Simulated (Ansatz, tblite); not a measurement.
**Trans-Sn(PH3)2Cl4 (Cl4H6P2Sn): rung by rung**

How do method and basis change the picture of trans-Sn(PH3)2Cl4 (Cl4H6P2Sn) (singlet)?

Method: as each input shows; program: Ansatz 0.2.0, Gaussian basis.

The runs, in order: GFN1-xTB, GFN2-xTB, PBE-D4/def2-TZVP, r2SCAN-D4/def2-TZVP, r2SCAN0-D4/def2-TZVP, revPBE-D4/def2-TZVP, ωB97M-V/def2-TZVP, PBE-D4/def2-SVP, PBE0-D4/def2-SVP, MP2/def2-TZVP, RPA/def2-TZVP.

3 further runs of the same task are left out: 3 set aside as unsound or not needed.

**1. The geometry**

The geometry is that of the singlet, from an earlier relaxation (r2SCAN-D4/def2-SVP).

13 atoms, charge 0, spin multiplicity 1.

Bond lengths: Cl1–Sn7 2.406 Å, Cl2–Sn7 2.422 Å, Cl3–Sn7 2.407 Å, Cl4–Sn7 2.421 Å, P5–Sn7 2.695 Å, P5–H8 1.418 Å, P5–H9 1.416 Å, P5–H10 1.415 Å, P6–Sn7 2.695 Å, P6–H11 1.418 Å, P6–H12 1.415 Å, P6–H13 1.415 Å. Angles: Sn7–P5–H8 121.3°, Sn7–P5–H9 115.3°, Sn7–P5–H10 114.5°, H8–P5–H9 100.9°, H8–P5–H10 100.9°, H9–P5–H10 101.0°, Sn7–P6–H11 121.6°, Sn7–P6–H12 114.8°, Sn7–P6–H13 114.7°, H11–P6–H12 100.9°, H11–P6–H13 100.9°, H12–P6–H13 101.0°, Cl1–Sn7–Cl2 177.6°, Cl1–Sn7–Cl3 90.4°, Cl1–Sn7–Cl4 90.0°, Cl1–Sn7–P5 91.8°, Cl1–Sn7–P6 93.7°, Cl2–Sn7–Cl3 90.0° and more.

Sn takes a core potential in the def2 sets. No spin-orbit coupling is included.

PBE0-D4/def2-TZVP was run before; its log isn't repeated, and its numbers join the tables.

**2. GFN1-xTB**

Tight binding, by tblite at 300 K electronic temperature and without a spin-polarisation term:

```python
tblite.interface.Calculator('GFN1-xTB', numbers, positions, charge=0, uhf=0).singlepoint()
```

Energy -765.7988 eV, HOMO -12.18 eV, LUMO -10.03 eV; 0.013 s.

**3. GFN2-xTB**

Tight binding, by tblite at 300 K electronic temperature and without a spin-polarisation term:

```python
tblite.interface.Calculator('GFN2-xTB', numbers, positions, charge=0, uhf=0).singlepoint()
```

Energy -775.1941 eV, HOMO -11.22 eV, LUMO -9.64 eV; 0.012 s.

**4. PBE-D4/def2-TZVP**

start.molden holds the orbitals of an earlier run on this state, given as this run's starting guess.

in.yaml

```yaml
crystal:
  periodic: [false, false, false]
  atoms:
    - {symbol: Cl, position_ang: [2.514954, -0.003063, 0.086045]}
    - {symbol: Cl, position_ang: [-2.302072, 0.168927, -0.183320]}
    - {symbol: Cl, position_ang: [0.195102, 2.496410, -0.083396]}
    - {symbol: Cl, position_ang: [0.008766, -2.319995, 0.182128]}
    - {symbol: P, position_ang: [-0.071913, 0.029080, 2.688427]}
    - {symbol: P, position_ang: [0.028098, -0.064597, -2.688933]}
    - {symbol: Sn, position_ang: [0.112117, 0.092425, 0.000301]}
    - {symbol: H, position_ang: [-0.126699, 1.222964, 3.450836]}
    - {symbol: H, position_ang: [0.971516, -0.662003, 3.349775]}
    - {symbol: H, position_ang: [-1.206571, -0.656893, 3.183016]}
    - {symbol: H, position_ang: [1.211400, -0.152343, -3.464802]}
    - {symbol: H, position_ang: [-0.630037, 1.014167, -3.326279]}
    - {symbol: H, position_ang: [-0.704651, -1.165099, -3.193809]}
basis:
  gaussian: {orbitals: def2-TZVP, initial_orbitals: start.molden}
hamiltonian: {xc: pbe, dispersion: d4}
scf: {omitted_lower_state_checks: [starts]}
output: {forces: true, orbitals: {seedname: orbitals}}
```

The run is started by

```sh
$ ansatz run in.yaml --threads 4 --pin off --events-out ev --progress --plain --max-ram 4787MiB
```

Log, shortened:

```text
Functional definition: PBE
  name "PBE"
  cite "Perdew, Burke & Ernzerhof, Phys. Rev. Lett. 77, 3865 (1996) doi:10.1103/PhysRevLett.77.3865"
  parent pbe
[...]
2216 factors; their error is unknown
[...]
mean field -74574.31127306 eV, -2740.5553910011 hartree, gradient 8.9e-6 eV, S^2 0.000000; 0 other end points of the search recorded, 0 dependent functions left out
[...]
reference -74574.31133025 eV, -2740.5553931028 hartree; 63, 63 occupied and 245, 245 virtual orbitals, 2216 factors
Total energy: -74574.95217519 eV, -2740.5789437203 hartree
Atom 0 at     2.514954    -0.003063     0.086045 Å, force     0.034064    -0.001856    -0.004063 eV/Å
Atom 1 at    -2.302072     0.168927    -0.183320 Å, force    -0.065662     0.002573     0.002546 eV/Å
Atom 2 at     0.195102     2.496410    -0.083396 Å, force     0.000232     0.036291     0.003795 eV/Å
Atom 3 at     0.008766    -2.319995     0.182128 Å, force    -0.001845    -0.063596    -0.002707 eV/Å
Atom 4 at    -0.071913     0.029080     2.688427 Å, force     0.003282     0.016043    -0.019965 eV/Å
Atom 5 at     0.028098    -0.064597    -2.688933 Å, force     0.016183     0.000282     0.020998 eV/Å
Atom 6 at     0.112117     0.092425     0.000301 Å, force     0.025971     0.020157    -0.000029 eV/Å
Atom 7 at    -0.126699     1.222964     3.450836 Å, force    -0.001470     0.015584     0.027899 eV/Å
Atom 8 at     0.971516    -0.662003     3.349775 Å, force     0.010105    -0.010942     0.022750 eV/Å
Atom 9 at    -1.206571    -0.656893     3.183016 Å, force    -0.015096    -0.009955     0.024657 eV/Å
Atom 10 at     1.211400    -0.152343    -3.464802 Å, force     0.015957    -0.001902    -0.026642 eV/Å
Atom 11 at    -0.630037     1.014167    -3.326279 Å, force    -0.010345     0.011193    -0.024005 eV/Å
Atom 12 at    -0.704651    -1.165099    -3.193809 Å, force    -0.011376    -0.013871    -0.025234 eV/Å
Dipole moment:    -0.083729    -0.068586     0.000205 e Å
Checks for a lower state left out: starts
```

Run time: 6.5 s. Hardware: 4 threads of Arm Neoverse V2, shared host; peak memory 0.68 GiB.

HOMO -6.40 eV, LUMO -3.52 eV.

**5. r2SCAN-D4/def2-TZVP**

in.yaml, as its differences from that of step 4:

```diff
@@ -18,4 +18,4 @@
   gaussian: {orbitals: def2-TZVP, initial_orbitals: start.molden}
-hamiltonian: {xc: pbe, dispersion: d4}
+hamiltonian: {xc: r2scan, dispersion: d4}
 scf: {omitted_lower_state_checks: [starts]}
-output: {forces: true, orbitals: {seedname: orbitals}}
+output: {orbitals: {seedname: orbitals}}
```

Launched as before.

Log:

```text
Functional definition: r2SCAN
  name "r2SCAN"
  cite "Furness, Kaplan, Ning, Perdew & Sun, J. Phys. Chem. Lett. 11, 8208 (2020) doi:10.1021/acs.jpclett.0c02405"
  cite "Furness, Kaplan, Ning, Perdew & Sun, J. Phys. Chem. Lett. 11, 9248 (2020) doi:10.1021/acs.jpclett.0c03077"
  parent r2scan
  parameter k0 = 0.174
  parameter k1 = 0.065
  parameter a1 = 4.9479
  exchange = r2scan_x(k0 = k0, k1 = k1, a1 = a1)
  correlation = r2scan_c
these checks for a lower state are left out or cut short: starts
2216 factors; their error is unknown
mean field evaluation 1: about -74601.4236 eV, gradient 1.4e1 eV
mean field evaluation 2: about -74601.4956 eV, gradient 1.3e-1 eV
mean field evaluation 4: about -74601.4748 eV, gradient 2.6e-4 eV
mean field -74601.47482853 eV, -2741.5536332525 hartree, gradient 1.8e-5 eV, S^2 0.000000; 0 other end points of the search recorded, 0 dependent functions left out
reference -74601.47484443 eV, -2741.5536338368 hartree; 63, 63 occupied and 245, 245 virtual orbitals, 2216 factors
Total energy: -74601.63672718 eV, -2741.5595829181 hartree
Checks for a lower state left out: starts
```

Wall time 12 s (4 threads of Arm Neoverse V2, shared host); peak memory 0.73 GiB.

Report: HOMO -6.73 eV, LUMO -3.39 eV.

**6. r2SCAN0-D4/def2-TZVP**

in.yaml, as its differences from that of step 5:

```diff
@@ -18,3 +18,3 @@
   gaussian: {orbitals: def2-TZVP, initial_orbitals: start.molden}
-hamiltonian: {xc: r2scan, dispersion: d4}
+hamiltonian: {xc: {name: r2SCAN0}, dispersion: d4}
 scf: {omitted_lower_state_checks: [starts]}
```

The command is unchanged.

Log, shortened:

```text
Functional definition: r2SCAN0
  name "r2SCAN0"
  cite "Bursch, Neugebauer, Ehlert & Grimme, J. Chem. Phys. 156, 134105 (2022) doi:10.1063/5.0086040"
  cite "Furness, Kaplan, Ning, Perdew & Sun, J. Phys. Chem. Lett. 11, 8208 (2020) doi:10.1021/acs.jpclett.0c02405"
  cite "Furness, Kaplan, Ning, Perdew & Sun, J. Phys. Chem. Lett. 11, 9248 (2020) doi:10.1021/acs.jpclett.0c03077"
  parent r2scan
[...]
2361 factors; their error is unknown
[...]
mean field -74600.04675766 eV, -2741.5011526163 hartree, gradient 1.8e-5 eV, S^2 0.000000; 0 other end points of the search recorded, 0 dependent functions left out
reference -74600.04677028 eV, -2741.5011530801 hartree; 63, 63 occupied and 245, 245 virtual orbitals, 2361 factors
Total energy: -74600.24693422 eV, -2741.5085089692 hartree
Checks for a lower state left out: starts
```

Run time: 19 s. Hardware: 4 threads of Arm Neoverse V2, shared host; peak memory 1.5 GiB.

HOMO -8.00 eV, LUMO -2.66 eV.

**7. revPBE-D4/def2-TZVP**

in.yaml, as its differences from that of step 6:

```diff
@@ -18,3 +18,3 @@
   gaussian: {orbitals: def2-TZVP, initial_orbitals: start.molden}
-hamiltonian: {xc: {name: r2SCAN0}, dispersion: d4}
+hamiltonian: {xc: {name: revPBE}, dispersion: d4}
 scf: {omitted_lower_state_checks: [starts]}
```

Launched as before.

Log:

```text
Functional definition: revPBE
  name "revPBE"
  cite "Zhang & Yang, Phys. Rev. Lett. 80, 890 (1998) doi:10.1103/PhysRevLett.80.890"
  cite "Perdew, Burke & Ernzerhof, Phys. Rev. Lett. 77, 3865 (1996) doi:10.1103/PhysRevLett.77.3865"
  parameter kappa = 1.245
  parameter beta = 0.06672455060314922
  exchange = pbe_x(kappa = kappa, mu = beta*pi^2/3)
  correlation = pbe_c(beta = beta)
these checks for a lower state are left out or cut short: starts
2216 factors; their error is unknown
mean field evaluation 1: about -74591.8868 eV, gradient 1.6e1 eV
mean field evaluation 2: about -74592.0436 eV, gradient 2.6e-1 eV
mean field evaluation 4: about -74592.0271 eV, gradient 5.4e-4 eV
mean field -74592.02710907 eV, -2741.2064359663 hartree, gradient 2.1e-5 eV, S^2 0.000000; 0 other end points of the search recorded, 0 dependent functions left out
reference -74592.02718046 eV, -2741.2064385900 hartree; 63, 63 occupied and 245, 245 virtual orbitals, 2216 factors
Total energy: -74593.44552176 eV, -2741.2585616713 hartree
Checks for a lower state left out: starts
```

It took 5.5 s on 4 threads of Arm Neoverse V2, shared host; peak memory 0.68 GiB.

Report: HOMO -6.34 eV, LUMO -3.42 eV.

**8. ωB97M-V/def2-TZVP**

in.yaml, as its differences from that of step 7:

```diff
@@ -18,3 +18,3 @@
   gaussian: {orbitals: def2-TZVP, initial_orbitals: start.molden}
-hamiltonian: {xc: {name: revPBE}, dispersion: d4}
+hamiltonian: {xc: {name: wB97M-V}}
 scf: {omitted_lower_state_checks: [starts]}
```

Launched as before.

Log, shortened:

```text
Functional definition: wB97M-V
  name "wB97M-V"
  cite "Mardirossian & Head-Gordon, J. Chem. Phys. 144, 214110 (2016) doi:10.1063/1.4952647"
  cite "Becke, J. Chem. Phys. 107, 8554 (1997) doi:10.1063/1.475007"
  cite "Vydrov & Van Voorhis, J. Chem. Phys. 133, 244103 (2010) doi:10.1063/1.3521275"
  # Of w^i u^j: cxij and so on, Table III.
[...]
  gx(w, u) = 1 - cx + cx01*u + cx10*w
  gss(w, u) = css00 + css04*u^4 + css10*w + css20*w^2 + css43*w^4*u^3
  gos(w, u) = cos00 + cos10*w + (cos20 + cos21*u)*w^2 + (cos60 + cos61*u)*w^6
[...]
      + integral(e_c_pw_mod_opposite_spin*gos(b97_w_opposite, b97_u_opposite)) + vv10(b, c)
[...]
2288 factors; their error is unknown
456 factors; integrals over basis functions are off by at most 1.6e-5 eV
the host lacks memory for fits, so the integrals are decomposed
2042 factors; integrals over basis functions are off by at most 1.0e-3 eV
456 factors; integrals over basis functions are off by at most 1.6e-5 eV
[...]
mean field -74598.53069685 eV, -2741.4454384089 hartree, gradient 5.2e-5 eV, S^2 0.000000; 0 other end points of the search recorded, 0 dependent functions left out
reference -74598.53076284 eV, -2741.4454408343 hartree; 63, 63 occupied and 245, 245 virtual orbitals, 2042 factors
Total energy: -74598.53076284 eV, -2741.4454408343 hartree
Checks for a lower state left out: starts
```

It took 31 s on 4 threads of Arm Neoverse V2, shared host; peak memory 1.6 GiB.

HOMO -10.05 eV, LUMO -0.88 eV.

**9. PBE-D4/def2-SVP**

in.yaml, as its differences from that of step 8:

```diff
@@ -17,4 +17,4 @@
 basis:
-  gaussian: {orbitals: def2-TZVP, initial_orbitals: start.molden}
-hamiltonian: {xc: {name: wB97M-V}}
+  gaussian: {orbitals: def2-SVP, initial_orbitals: start.molden}
+hamiltonian: {xc: pbe, dispersion: d4}
 scf: {omitted_lower_state_checks: [starts]}
```

The command is unchanged.

Log:

```text
Functional definition: PBE
  name "PBE"
  cite "Perdew, Burke & Ernzerhof, Phys. Rev. Lett. 77, 3865 (1996) doi:10.1103/PhysRevLett.77.3865"
  parent pbe
  parameter kappa = 0.804
  parameter beta = 0.06672455060314922
  exchange = pbe_x(kappa = kappa, mu = beta*pi^2/3)
  correlation = pbe_c(beta = beta)
these checks for a lower state are left out or cut short: starts
1833 factors; their error is unknown
mean field evaluation 1: about -74549.6409 eV, gradient 1.6e1 eV
mean field evaluation 2: about -74550.0475 eV, gradient 4.6e-1 eV
mean field evaluation 4: about -74549.9893 eV, gradient 4.5e-2 eV
mean field -74549.98928824 eV, -2739.6615745450 hartree, gradient 1.7e-5 eV, S^2 0.000000; 0 other end points of the search recorded, 0 dependent functions left out
reference -74549.98933235 eV, -2739.6615761663 hartree; 63, 63 occupied and 101, 101 virtual orbitals, 1833 factors
Total energy: -74550.63017730 eV, -2739.6851267838 hartree
Checks for a lower state left out: starts
```

Run time: 2 s. Hardware: 4 threads of Arm Neoverse V2, shared host.

Report: HOMO -6.00 eV, LUMO -3.16 eV.

**10. PBE0-D4/def2-SVP**

in.yaml, as its differences from that of step 9:

```diff
@@ -18,3 +18,3 @@
   gaussian: {orbitals: def2-SVP, initial_orbitals: start.molden}
-hamiltonian: {xc: pbe, dispersion: d4}
+hamiltonian: {xc: pbe0, dispersion: d4}
 scf: {omitted_lower_state_checks: [starts]}
```

Same command.

Log:

```text
Functional definition: PBE0
  name "PBE0"
  cite "Adamo & Barone, J. Chem. Phys. 110, 6158 (1999) doi:10.1063/1.478522"
  cite "Perdew, Burke & Ernzerhof, Phys. Rev. Lett. 77, 3865 (1996) doi:10.1103/PhysRevLett.77.3865"
  parent pbe
  parameter a = 0.25
  parameter kappa = 0.804
  parameter beta = 0.06672455060314922
  exchange = (1 - a)*pbe_x(kappa = kappa, mu = beta*pi^2/3) + a*exact_x
  correlation = pbe_c(beta = beta)
these checks for a lower state are left out or cut short: starts
1618 factors; integrals over basis functions are off by at most 8.3e-4 eV
mean field evaluation 1: about -74555.9376 eV, gradient 1.3e1 eV
mean field evaluation 2: about -74556.1733 eV, gradient 2.4e-1 eV
mean field evaluation 4: about -74556.3835 eV, gradient 1.4e-3 eV
mean field -74556.38352669 eV, -2739.8965584741 hartree, gradient 3.4e-5 eV, S^2 0.000000; 0 other end points of the search recorded, 0 dependent functions left out
reference -74556.38356023 eV, -2739.8965597066 hartree; 63, 63 occupied and 101, 101 virtual orbitals, 1618 factors
Total energy: -74556.94969457 eV, -2739.9173647599 hartree
Checks for a lower state left out: starts
```

It took 3.6 s on 4 threads of Arm Neoverse V2, shared host.

Report: HOMO -7.47 eV, LUMO -2.43 eV.

**11. MP2/def2-TZVP**

in.yaml, as its differences from that of step 10:

```diff
@@ -17,4 +17,4 @@
 basis:
-  gaussian: {orbitals: def2-SVP, initial_orbitals: start.molden}
-hamiltonian: {xc: pbe0, dispersion: d4}
+  gaussian: {orbitals: def2-TZVP, initial_orbitals: start.molden}
+correlation: {method: mp2}
 scf: {omitted_lower_state_checks: [starts]}
```

Same command.

Log:

```text
Functional definition: HF
  name "HF"
  cite "Fock, Z. Phys. 61, 126 (1930) doi:10.1007/BF01340294"
  parent pbe
  exchange = exact_x
  correlation = 0
these checks for a lower state are left out or cut short: starts
2042 factors; integrals over basis functions are off by at most 1.0e-3 eV
mean field evaluation 1: about -74462.9767 eV, gradient 5.4e1 eV
mean field evaluation 2: about -74464.6059 eV, gradient 2.2e0 eV
mean field evaluation 4: about -74465.1448 eV, gradient 1.8e0 eV
mean field evaluation 8: about -74465.1550 eV, gradient 6.1e-4 eV
mean field -74465.15495736 eV, -2736.5439703882 hartree, gradient 1.2e-6 eV, S^2 0.000000; 0 other end points of the search recorded, 0 dependent functions left out
34 core orbitals not correlated: weight in the atoms' cores, before any rotation towards them, 1.000 or more for the frozen orbitals, at most 0.000 for the correlated occupied ones
reference -74465.15495736 eV, -2736.5439703882 hartree; 29, 29 occupied and 245, 245 virtual orbitals, 2042 factors
second order -37.71156820 eV of doubles, -0.00000000 eV of singles
Total energy: -74502.86652556 eV, -2737.9298449578 hartree
Checks for a lower state left out: starts
```

Wall time 11 s (4 threads of Arm Neoverse V2, shared host); peak memory 1.1 GiB.

From the report: Hartree-Fock HOMO -11.01 eV, LUMO 0.86 eV.

**12. RPA/def2-TZVP**

in.yaml, as its differences from that of step 11:

```diff
@@ -18,4 +18,4 @@
   gaussian: {orbitals: def2-TZVP, initial_orbitals: start.molden}
-correlation: {method: mp2}
+hamiltonian: {xc: pbe}
+correlation: {method: rpa}
 scf: {omitted_lower_state_checks: [starts]}
-output: {orbitals: {seedname: orbitals}}
```

Launched as before.

Log, shortened:

```text
Functional definition: PBE
  name "PBE"
  cite "Perdew, Burke & Ernzerhof, Phys. Rev. Lett. 77, 3865 (1996) doi:10.1103/PhysRevLett.77.3865"
  parent pbe
[...]
2042 factors; integrals over basis functions are off by at most 1.0e-3 eV
[...]
mean field -74574.31125007 eV, -2740.5553901562 hartree, gradient 2.5e-6 eV, S^2 0.000000; 0 other end points of the search recorded, 0 dependent functions left out
34 core orbitals not correlated: weight in the atoms' cores, before any rotation towards them, 1.000 or more for the frozen orbitals, at most 0.000 for the correlated occupied ones
reference -74462.01730750 eV, -2736.4286638825 hartree; 29, 29 occupied and 245, 245 virtual orbitals, 2042 factors
Total energy: -74524.03720334 eV, -2738.7078530159 hartree
Checks for a lower state left out: starts
```

It took 14 s on 4 threads of Arm Neoverse V2, shared host; peak memory 1 GiB.

**13. Comparison**

```csv
level,functions,HOMO (eV),LUMO (eV),gap (eV),time
PBE-D4/def2-SVP,164,-6.00,-3.16,2.84,2 s
PBE-D4/def2-TZVP,308,-6.40,-3.52,2.88,6.5 s
revPBE-D4/def2-TZVP,308,-6.34,-3.42,2.93,5.5 s
r2SCAN-D4/def2-TZVP,308,-6.73,-3.39,3.34,12 s
PBE0-D4/def2-SVP,164,-7.47,-2.43,5.04,3.6 s
PBE0-D4/def2-TZVP,308,-7.78,-2.73,5.05,15 s
r2SCAN0-D4/def2-TZVP,308,-8.00,-2.66,5.34,19 s
ωB97M-V/def2-TZVP,308,-10.05,-0.88,9.16,31 s
```

The pieces so far (eV):

```
    basis           HF  MP2 correlation              total
def2-TZVP  -74465.1550         -37.7116  -74502.8665 (MP2)
```

**14. Binding energy**

Free atoms were run apart at each level; binding is atoms less cluster, divided by the number of atoms, without zero-point or spin-orbit terms.

```
               level  binding an atom (eV)
        HF/def2-TZVP                 1.838
     PBE-D4/def2-SVP                 2.691
    PBE-D4/def2-TZVP                 2.705
 revPBE-D4/def2-TZVP                 2.646
 r2SCAN-D4/def2-TZVP                 2.692
    PBE0-D4/def2-SVP                 2.646
   PBE0-D4/def2-TZVP                 2.667
r2SCAN0-D4/def2-TZVP                 2.647
   ωB97M-V/def2-TZVP                 2.702
       MP2/def2-TZVP                 2.544
```

**15. Summary of results**

```
                                                 quantity                                 value
gap in def2-TZVP, named functionals, smallest and largest   2.88 eV (PBE-D4), 9.16 eV (ωB97M-V)
                        correlation energy, MP2/def2-TZVP                             -37.71 eV
                binding an atom, functionals in def2-TZVP  2.65 (revPBE-D4) to 2.71 eV (PBE-D4)
          PBE0 total energy, smallest basis above largest        23.99 eV (def2-SVP, def2-TZVP)
```

What this shows: Orbital gaps of the named functionals in def2-TZVP span 2.88 eV (PBE-D4) to 9.16 eV (ωB97M-V); exact exchange widens it.

The slowest run with a step of its own, ωB97M-V/def2-TZVP, took 31 s; the quickest functional in def2-TZVP took 5.5 s (shared host).
